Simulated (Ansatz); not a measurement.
# C2H7FSSn: ionisation energy by level of theory

How much energy removes an electron from C2H7FSSn at fixed geometry? The cation is run at each level and the neutral's energy taken from earlier runs.

Method: unrestricted cation, the program's frozen cores in correlated methods; program: Ansatz 0.2.0, Gaussian basis.

Plan: UKS PBE-D4/def2-TZVPP; UKS r2SCAN-D4/def2-TZVPP; UKS PBE0-D4/def2-TZVPP; UKS B3LYP-D4/def2-TZVPP; UKS wB97X-V/def2-TZVPP; UKS wB97M-V/def2-TZVPP; UKS B2PLYP/def2-TZVPP; UHF-CCSD(T)/def2-TZVPP; UHF-MP2/def2-QZVPP; extrapolation to the limit; then −ε(HOMO) from the neutral's earlier runs with LDA (SPW92), PBE-D4, revPBE-D4, BLYP-D4, r2SCAN-D4, B97M-V, PBE0-D4, B3LYP-D4, r2SCANh-D4, r2SCAN0-D4, HSE06-D4, BHLYP-D4, CAM-B3LYP-D4, LC-ωPBE, ωB97X-V, ωB97M-V.

1 further run of the same task is left out (for a known fault of the program).

### Step 1. Structure used throughout

An earlier PBE0-D4 in a triple-zeta def2 set relaxation fixed the geometry. Sn takes the def2 core potential; no spin-orbit term is included.

SMILES `C[S][SnH]([CH3])[F]`, 12 atoms, charge 0, spin multiplicity 1.

Atoms are counted from 1 here; the program's logs count them from 0.

Bond lengths: C1–S2 1.820 Å, C1–H6 1.090 Å, C1–H7 1.090 Å, C1–H8 1.089 Å, S2–Sn3 2.378 Å, Sn3–C4 2.125 Å, Sn3–F5 1.934 Å, Sn3–H9 1.703 Å, C4–H10 1.090 Å, C4–H11 1.089 Å, C4–H12 1.090 Å. Angles: S2–C1–H6 106.3°, S2–C1–H7 111.7°, S2–C1–H8 111.1°, H6–C1–H7 108.6°, H6–C1–H8 108.8°, H7–C1–H8 110.3°, C1–S2–Sn3 99.7°, S2–Sn3–C4 113.5°, S2–Sn3–F5 105.7°, S2–Sn3–H9 109.4°, C4–Sn3–F5 102.4°, C4–Sn3–H9 118.5°, F5–Sn3–H9 105.9°, Sn3–C4–H10 110.2°, Sn3–C4–H11 109.0°, Sn3–C4–H12 109.1°, H10–C4–H11 109.6°, H10–C4–H12 109.7° and more.

### Step 2. Cation, UKS PBE-D4/def2-TZVPP

Contents of in.yaml:

```yaml
crystal:
  periodic: [false, false, false]
  atoms:
    - {symbol: C, position_ang: [-2.003343, 0.699995, 0.029140]}
    - {symbol: S, position_ang: [-1.203821, 0.450650, -1.586319]}
    - {symbol: Sn, position_ang: [1.049200, 0.170256, -0.879332]}
    - {symbol: C, position_ang: [1.269710, -1.199172, 0.730152]}
    - {symbol: F, position_ang: [1.555164, 1.851366, -0.067478]}
    - {symbol: H, position_ang: [-3.058624, 0.878608, -0.176291]}
    - {symbol: H, position_ang: [-1.917740, -0.183656, 0.661091]}
    - {symbol: H, position_ang: [-1.593554, 1.570212, 0.540047]}
    - {symbol: H, position_ang: [2.052299, -0.009857, -2.243691]}
    - {symbol: H, position_ang: [0.943445, -2.193195, 0.425049]}
    - {symbol: H, position_ang: [0.667262, -0.858343, 1.571488]}
    - {symbol: H, position_ang: [2.316901, -1.231969, 1.030045]}
basis:
  gaussian: {orbitals: def2-TZVPP}
total_charge: 1
magnetization: {spin_polarized: true, initial_magnetization: 1}
hamiltonian: {xc: pbe, dispersion: d4}
```

Started as:

```
> ansatz run in.yaml --threads 2 --pin off --events-out ev --progress --plain --max-ram 32768MiB --backend cuda --devices 0, --max-vram 18GiB
```

The log of the run:

```text
Functional definition: PBE
  name "PBE"
  cite "Perdew, Burke & Ernzerhof, Phys. Rev. Lett. 77, 3865 (1996) doi:10.1103/PhysRevLett.77.3865"
  parent pbe
  parameter kappa = 0.804
  parameter beta = 0.06672455060314922
  exchange = pbe_x(kappa = kappa, mu = beta*pi^2/3)
  correlation = pbe_c(beta = beta)
1601 factors; their error is unknown
mean field evaluation 1: about -21527.5251 eV, gradient 8.5e1 eV
mean field evaluation 2: about -21228.0113 eV, gradient 2.2e2 eV
mean field evaluation 4: about -21555.8063 eV, gradient 1.4e1 eV
mean field evaluation 8: about -21556.6828 eV, gradient 6.7e-1 eV
mean field evaluation 16: about -21556.6616 eV, gradient 6.1e-3 eV
mean field evaluation 32: about -21555.7428 eV, gradient 8.9e0 eV
mean field -21556.66159559 eV, -792.1927020079 hartree, gradient 4.4e-5 eV, S^2 0.753369; 6 other end points of the search recorded, 0 dependent functions left out
reference -21556.66164338 eV, -792.1927037641 hartree; 33, 32 occupied and 250, 251 virtual orbitals, 1601 factors
Total energy: -21556.91239359 eV, -792.2019186644 hartree
```

Wall time 10 s (1 × H100 (card shared with other runs) with 2 threads of AMD EPYC 7R13, shared host); peak host memory 0.89 GiB.

Less the neutral's -21565.8207 eV (earlier run), this gives 8.908 eV. ⟨S²⟩ = 0.753.

### Step 3. Cation, UKS r2SCAN-D4/def2-TZVPP

in.yaml, as its differences from that of step 2:

```diff
@@ -19,2 +19,2 @@
 magnetization: {spin_polarized: true, initial_magnetization: 1}
-hamiltonian: {xc: pbe, dispersion: d4}
+hamiltonian: {xc: r2scan, dispersion: d4}
```

Same command.

The log of the run, shortened:

```text
Functional definition: r2SCAN
  name "r2SCAN"
  cite "Furness, Kaplan, Ning, Perdew & Sun, J. Phys. Chem. Lett. 11, 8208 (2020) doi:10.1021/acs.jpclett.0c02405"
  cite "Furness, Kaplan, Ning, Perdew & Sun, J. Phys. Chem. Lett. 11, 9248 (2020) doi:10.1021/acs.jpclett.0c03077"
  parent r2scan
[...]
1601 factors; their error is unknown
[...]
mean field -21566.10965310 eV, -792.5399117173 hartree, gradient 4.8e-5 eV, S^2 0.757403; 4 other end points of the search recorded, 0 dependent functions left out
reference -21566.10966919 eV, -792.5399123086 hartree; 33, 32 occupied and 250, 251 virtual orbitals, 1601 factors
Total energy: -21566.17133006 eV, -792.5421783037 hartree
```

It took 6.5 s on 1 × H100 (card shared with other runs) with 2 threads of AMD EPYC 7R13, shared host; peak host memory 0.96 GiB.

Less the neutral's -21575.1410 eV (earlier run), this gives 8.970 eV. ⟨S²⟩ = 0.757.

### Step 4. Cation, UKS PBE0-D4/def2-TZVPP

in.yaml, as its differences from that of step 3:

```diff
@@ -19,2 +19,2 @@
 magnetization: {spin_polarized: true, initial_magnetization: 1}
-hamiltonian: {xc: r2scan, dispersion: d4}
+hamiltonian: {xc: pbe0, dispersion: d4}
```

Same command.

The log of the run:

```text
Functional definition: PBE0
  name "PBE0"
  cite "Adamo & Barone, J. Chem. Phys. 110, 6158 (1999) doi:10.1063/1.478522"
  cite "Perdew, Burke & Ernzerhof, Phys. Rev. Lett. 77, 3865 (1996) doi:10.1103/PhysRevLett.77.3865"
  parent pbe
  parameter a = 0.25
  parameter kappa = 0.804
  parameter beta = 0.06672455060314922
  exchange = (1 - a)*pbe_x(kappa = kappa, mu = beta*pi^2/3) + a*exact_x
  correlation = pbe_c(beta = beta)
1705 factors; their error is unknown
mean field evaluation 1: about -21538.7557 eV, gradient 7.0e1 eV
mean field evaluation 2: about -21428.6558 eV, gradient 1.7e2 eV
mean field evaluation 4: about -21557.3996 eV, gradient 1.3e1 eV
mean field evaluation 8: about -21557.9856 eV, gradient 1.2e-1 eV
mean field evaluation 16: about -21558.0682 eV, gradient 3.7e-3 eV
mean field -21558.06814926 eV, -792.2443919017 hartree, gradient 5.0e-5 eV, S^2 0.755863; 2 other end points of the search recorded, 0 dependent functions left out
reference -21558.06818456 eV, -792.2443931991 hartree; 33, 32 occupied and 250, 251 virtual orbitals, 1705 factors
Total energy: -21558.28343698 eV, -792.2523035797 hartree
```

Wall time 9 s (1 × H100 (card shared with other runs) with 2 threads of AMD EPYC 7R13, shared host); peak host memory 0.9 GiB.

Less the neutral's -21567.3459 eV (earlier run), this gives 9.062 eV. ⟨S²⟩ = 0.756.

### Step 5. Cation, UKS B3LYP-D4/def2-TZVPP

in.yaml, as its differences from that of step 4:

```diff
@@ -19,2 +19,2 @@
 magnetization: {spin_polarized: true, initial_magnetization: 1}
-hamiltonian: {xc: pbe0, dispersion: d4}
+hamiltonian: {xc: {name: B3LYP}, dispersion: d4}
```

Launched as before.

The log of the run, shortened:

```text
Functional definition: B3LYP
  name "B3LYP"
  cite "Stephens, Devlin, Chabalowski & Frisch, J. Phys. Chem. 98, 11623 (1994) doi:10.1021/j100096a001"
  cite "Becke, Phys. Rev. A 38, 3098 (1988) doi:10.1103/PhysRevA.38.3098"
  cite "Lee, Yang & Parr, Phys. Rev. B 37, 785 (1988) doi:10.1103/PhysRevB.37.785"
  cite "Vosko, Wilk & Nusair, Can. J. Phys. 58, 1200 (1980) doi:10.1139/p80-159"
[...]
1657 factors; their error is unknown
[...]
mean field -21569.65236124 eV, -792.6701038401 hartree, gradient 4.7e-5 eV, S^2 0.754640; 2 other end points of the search recorded, 0 dependent functions left out
reference -21569.65265335 eV, -792.6701145750 hartree; 33, 32 occupied and 250, 251 virtual orbitals, 1657 factors
Total energy: -21570.05831072 eV, -792.6850222081 hartree
```

It took 8.5 s on 1 × H100 (card shared with other runs) with 2 threads of AMD EPYC 7R13, shared host; peak host memory 0.9 GiB.

The neutral molecule at this level: -21579.1678 eV. Difference: 9.109 eV. ⟨S²⟩ = 0.755.

### Step 6. Cation, UKS wB97X-V/def2-TZVPP

in.yaml, as its differences from that of step 5:

```diff
@@ -19,2 +19,2 @@
 magnetization: {spin_polarized: true, initial_magnetization: 1}
-hamiltonian: {xc: {name: B3LYP}, dispersion: d4}
+hamiltonian: {xc: {name: wB97X-V}}
```

Same command.

The log of the run, shortened:

```text
Functional definition: wB97X-V
  name "wB97X-V"
  cite "Mardirossian & Head-Gordon, Phys. Chem. Chem. Phys. 16, 9904 (2014) doi:10.1039/C3CP54374A"
  cite "Becke, J. Chem. Phys. 107, 8554 (1997) doi:10.1063/1.475007"
  cite "Vydrov & Van Voorhis, J. Chem. Phys. 133, 244103 (2010) doi:10.1063/1.3521275"
[...]
      + integral(e_c_pw_opposite_spin*poly(b97_u_opposite, cos0, cos1)) + vv10(b, c)
1652 factors; their error is unknown
381 factors; integrals over basis functions are off by at most 7.8e-6 eV
[...]
mean field -21563.29934308 eV, -792.4366347289 hartree, gradient 1.6e-5 eV, S^2 0.754476; 2 other end points of the search recorded, 0 dependent functions left out
reference -21563.29934081 eV, -792.4366346455 hartree; 33, 32 occupied and 250, 251 virtual orbitals, 1652 factors
Total energy: -21563.29934081 eV, -792.4366346455 hartree
```

Run time: 10 s. Hardware: 1 × H100 (card shared with other runs) with 2 threads of AMD EPYC 7R13, shared host; peak host memory 1 GiB.

Less the neutral's -21572.4610 eV (earlier run), this gives 9.162 eV. ⟨S²⟩ = 0.754.

### Step 7. Cation, UKS wB97M-V/def2-TZVPP

in.yaml, as its differences from that of step 6:

```diff
@@ -19,2 +19,2 @@
 magnetization: {spin_polarized: true, initial_magnetization: 1}
-hamiltonian: {xc: {name: wB97X-V}}
+hamiltonian: {xc: {name: wB97M-V}}
```

The command is unchanged.

The log of the run, shortened:

```text
Functional definition: wB97M-V
  name "wB97M-V"
  cite "Mardirossian & Head-Gordon, J. Chem. Phys. 144, 214110 (2016) doi:10.1063/1.4952647"
  cite "Becke, J. Chem. Phys. 107, 8554 (1997) doi:10.1063/1.475007"
  cite "Vydrov & Van Voorhis, J. Chem. Phys. 133, 244103 (2010) doi:10.1063/1.3521275"
  # Of w^i u^j: cxij and so on, Table III.
[...]
  gx(w, u) = 1 - cx + cx01*u + cx10*w
  gss(w, u) = css00 + css04*u^4 + css10*w + css20*w^2 + css43*w^4*u^3
  gos(w, u) = cos00 + cos10*w + (cos20 + cos21*u)*w^2 + (cos60 + cos61*u)*w^6
[...]
      + integral(e_c_pw_mod_opposite_spin*gos(b97_w_opposite, b97_u_opposite)) + vv10(b, c)
1652 factors; their error is unknown
381 factors; integrals over basis functions are off by at most 7.8e-6 eV
[...]
mean field -21562.88126467 eV, -792.4212706309 hartree, gradient 6.2e-5 eV, S^2 0.753213; 2 other end points of the search recorded, 0 dependent functions left out
reference -21562.88132212 eV, -792.4212727420 hartree; 33, 32 occupied and 250, 251 virtual orbitals, 1652 factors
Total energy: -21562.88132212 eV, -792.4212727420 hartree
```

Run time: 11 s. Hardware: 1 × H100 (card shared with other runs) with 2 threads of AMD EPYC 7R13, shared host; peak host memory 1.1 GiB.

The neutral molecule at this level: -21572.0458 eV. Difference: 9.164 eV. ⟨S²⟩ = 0.753.

### Step 8. Cation, UKS B2PLYP (frozen core)/def2-TZVPP

in.yaml, as its differences from that of step 7:

```diff
@@ -19,2 +19,2 @@
 magnetization: {spin_polarized: true, initial_magnetization: 1}
-hamiltonian: {xc: {name: wB97M-V}}
+hamiltonian: {xc: {name: B2PLYP}}
```

Same command.

The log of the run, shortened:

```text
Functional definition: B2PLYP
  name "B2PLYP"
  cite "Grimme, J. Chem. Phys. 124, 034108 (2006) doi:10.1063/1.2148954"
  cite "Becke, Phys. Rev. A 38, 3098 (1988) doi:10.1103/PhysRevA.38.3098"
  cite "Lee, Yang & Parr, Phys. Rev. B 37, 785 (1988) doi:10.1103/PhysRevB.37.785"
[...]
1819 factors; integrals over basis functions are off by at most 1.1e-3 eV
[...]
mean field -21544.73553515 eV, -791.7544273707 hartree, gradient 8.7e-6 eV, S^2 0.758061; 2 other end points of the search recorded, 0 dependent functions left out
12 core orbitals not correlated: weight in the atoms' cores, before any rotation towards them, 1.000 or more for the frozen orbitals, at most 0.000 for the correlated occupied ones
reference -21544.73572000 eV, -791.7544341636 hartree; 21, 20 occupied and 250, 251 virtual orbitals, 1819 factors
second order -35.25714794 eV of doubles, -0.00000000 eV of singles
Total energy: -21554.25514994 eV, -792.1042667615 hartree
```

Run time: 9 s. Hardware: 1 × H100 (card shared with other runs) with 2 threads of AMD EPYC 7R13, shared host; peak host memory 1.3 GiB.

The neutral molecule at this level: -21563.3323 eV. Difference: 9.077 eV. ⟨S²⟩ = 0.758.

### Step 9. Cation, UHF-CCSD(T)/def2-TZVPP

in.yaml, as its differences from that of step 8:

```diff
@@ -19,2 +19,3 @@
 magnetization: {spin_polarized: true, initial_magnetization: 1}
-hamiltonian: {xc: {name: B2PLYP}}
+correlation: {method: ccsd_t}
+scf: {omitted_lower_state_checks: [cluster_reference]}
```

Launched as before.

The log of the run, shortened:

```text
Functional definition: HF
  name "HF"
  cite "Fock, Z. Phys. 61, 126 (1930) doi:10.1007/BF01340294"
  parent pbe
[...]
1819 factors; integrals over basis functions are off by at most 1.1e-3 eV
[...]
mean field -21496.35486718 eV, -789.9764706162 hartree, gradient 9.2e-6 eV, S^2 0.765578; 3 other end points of the search recorded, 0 dependent functions left out
12 core orbitals not correlated: weight in the atoms' cores, before any rotation towards them, 1.000 or more for the frozen orbitals, at most 0.000 for the correlated occupied ones
reference -21496.35486718 eV, -789.9764706162 hartree; 21, 20 occupied and 250, 251 virtual orbitals, 1819 factors
second order -29.13842626 eV of doubles, -0.00000000 eV of singles
cycle   1  -29.42094289 eV  change   -2.8e-1 eV  update   1.3e-1
[...]
cycle  16  -30.31133970 eV  change    8.4e-6 eV  update   3.7e-5
perturbative correction -1.08153210 eV, -0.0397455716 hartree
Total energy: -21527.74773898 eV, -791.1301373760 hartree
Checks for a lower state left out: cluster_reference
```

It took 28 s on 1 × H100 (card shared with other runs) with 2 threads of AMD EPYC 7R13, shared host; peak host memory 0.89 GiB.

Less the neutral's -21536.8820 eV (earlier run), this gives 9.134 eV. ⟨S²⟩ = 0.766. T1 = 0.016 (report).

### Step 10. Cation, UHF-MP2/def2-QZVPP

in.yaml, as its differences from that of step 9:

```diff
@@ -16,6 +16,6 @@
 basis:
-  gaussian: {orbitals: def2-TZVPP}
+  gaussian: {orbitals: "def2-QZVPP.json"}
 total_charge: 1
 magnetization: {spin_polarized: true, initial_magnetization: 1}
-correlation: {method: ccsd_t}
+correlation: {method: mp2}
 scf: {omitted_lower_state_checks: [cluster_reference]}
```

Launched as before.

The log of the run, shortened:

```text
Functional definition: HF
  name "HF"
  cite "Fock, Z. Phys. 61, 126 (1930) doi:10.1007/BF01340294"
  parent pbe
[...]
3197 factors; integrals over basis functions are off by at most 8.1e-4 eV
[...]
mean field -21496.98498513 eV, -789.9996270239 hartree, gradient 7.1e-6 eV, S^2 0.766001; 3 other end points of the search recorded, 0 dependent functions left out
12 core orbitals not correlated: weight in the atoms' cores, before any rotation towards them, 1.000 or more for the frozen orbitals, at most 0.000 for the correlated occupied ones
reference -21496.98498513 eV, -789.9996270239 hartree; 21, 20 occupied and 500, 501 virtual orbitals, 3197 factors
second order -36.57121253 eV of doubles, -0.00000000 eV of singles
Total energy: -21533.55619766 eV, -791.3435942954 hartree
Checks for a lower state left out: cluster_reference
```

It took 17 s on 1 × H100 (card shared with other runs) with 2 threads of AMD EPYC 7R13, shared host; peak host memory 1.2 GiB.

Less the neutral's -21542.8967 eV (earlier run), this gives 9.340 eV. ⟨S²⟩ = 0.766.

### Step 11. Extrapolating to the complete basis

No new run: Hartree-Fock is extrapolated as exp(−7.88√X) and correlation as X^−2.97, with X = 3 and 4; only MP2 was run in the larger set, so CCSD(T) minus MP2 is added from the smaller one.

```tsv
level	energy at the limit (eV)
HF	-21497.0718
MP2	-21539.1488
CCSD	-21540.3217
CCSD(T)	-21541.4032
```

This is no true limit for total energies: MP2 correlation changes by a factor of 1.26 from triple to quadruple zeta (about 1.07 in light molecules), because outer-core shells are correlated in sets not made for them. Much of that cancels between molecule and atoms or ions.

The neutral's limit, from its own earlier runs, is -21550.7170 eV in the additive form (MP2 limit plus CCSD(T) minus MP2 in triple zeta), in which the cation has -21541.4032 eV.

### Step 12. Ionisation energies side by side

Differences are taken before rounding.

```tsv
method	ionisation energy (eV)	from CCSD(T)/CBS (eV)	time
PBE-D4	8.91	-0.41	16 s
r2SCAN-D4	8.97	-0.34	13 s
PBE0-D4	9.06	-0.25	14 s
B3LYP-D4	9.11	-0.20	15 s
ωB97X-V	9.16	-0.15	19 s
ωB97M-V	9.16	-0.15	20 s
B2PLYP	9.08	-0.24	17 s
HF/def2-TZVPP	8.11	-1.20	
MP2/def2-TZVPP	9.24	-0.07	
CCSD/def2-TZVPP	9.08	-0.23	
CCSD(T)/def2-TZVPP	9.13	-0.18	41 s
CCSD(T)/CBS	9.31	0	66 s
```

Among the levels timed on like hardware and quicker than the yardstick, those that no quicker one beats, quickest first: r2SCAN-D4 (13 s, -0.34 eV); PBE0-D4 (14 s, -0.25 eV); B3LYP-D4 (15 s, -0.20 eV); ωB97X-V (19 s, -0.15 eV); ωB97M-V (20 s, -0.15 eV). Runs this short are mostly start-up, so their order is noise.

Times add the cation's run and the neutral's; HF, MP2 and CCSD come out of the CCSD(T) runs.

Orbital estimates, from the neutral's runs:

```tsv
functional	−ε(HOMO) (eV)	by energy difference (eV)
LDA (SPW92)	5.93	
PBE-D4	5.82	8.91
revPBE-D4	5.77	
BLYP-D4	5.67	
r2SCAN-D4	6.07	8.97
B97M-V	6.18	
PBE0-D4	7.04	9.06
B3LYP-D4	6.80	9.11
r2SCANh-D4	6.52	
r2SCAN0-D4	7.21	
HSE06-D4	6.64	
BHLYP-D4	8.13	
CAM-B3LYP-D4	8.36	
LC-ωPBE	9.75	
ωB97X-V	9.39	9.16
ωB97M-V	9.24	9.16
```

### Step 13. What came out

| quantity | value |
| --- | --- |
| ionisation energy, CCSD(T)/CBS | 9.31 eV |
| nearest functional by difference | ωB97M-V (-0.15 eV) |
| nearest −ε(HOMO) | ωB97M-V (-0.07 eV) |
| −ε(HOMO) of PBE | 5.82 eV |
| T1 of the cation | 0.016 |

In words: By cation minus neutral, the functionals miss by 0.41 eV at most. −ε(HOMO) of PBE misses by 3.5 eV, since self-interaction lifts the level. Among orbital estimates ωB97M-V comes nearest. Hartree-Fock falls 1.20 eV short, as the neutral has more correlation energy than the cation. Correlated methods include outer-core shells of Sn, which these sets cover unevenly. With outer-core shells in play the reference is unsure by up to some tenths of an eV, so close misses can't be ranked.

ωB97M-V reaches 0.15 eV from the reference in 20 s, where CCSD(T)/CBS took 66 s.
